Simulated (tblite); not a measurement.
# AsF3H4O2: the cost of one run

Computed with tblite 0.8.0 and PySCF 2.14.0; each step states its level. No surroundings beyond the atoms listed, unless a continuum is named. Atoms count from 0, parts from 1.

## Step 1: Starting point

10 atoms, charge 0, multiplicity 1; geometry: rigid parts in contact. Parts: 1 = atoms 0–3, `F[As](F)F`, charge 0; 2 = atoms 4–6, `O`, charge 0; 3 = atoms 7–9, `O`, charge 0.

## Step 2: Bringing the parts together with GFN2-xTB

The job: settings as JSON, then the geometry in Å.

```
{"job": {"kind": "dock", "xc": "GFN2-xTB", "basis": "xTB"}, "charge": 0, "multiplicity": 1, "parts": [{"atoms": "0-3", "charge": 0, "multiplicity": 1}, {"atoms": "4-6", "charge": 0, "multiplicity": 1}, {"atoms": "7-9", "charge": 0, "multiplicity": 1}]}
F      1.428848     0.569314    -0.338609
As    -0.288230     0.506599    -0.547568
F     -0.292253    -1.180560    -0.142440
F     -0.580705     0.957254     1.094276
O      0.254803     2.917642    -0.589480
H      0.124759     3.842788    -0.839004
H      1.024239     2.916803    -0.010889
O      0.707885     5.410545     0.312612
H      0.325633     6.286983     0.379492
H      0.777846     5.076686     1.210647
```

With the program's defaults for keys left out, this is: GFN2-xTB search for minima from random contacts, gas phase.

The run is started by

```bash
OMP_NUM_THREADS=1 python cluster_run.py task.json out
```

One launch serves the whole session: the jobs run in the order shown.

**Question.** How long does this first job take on 1 thread of Arm Neoverse N1, shared host?

About 3.5 s.
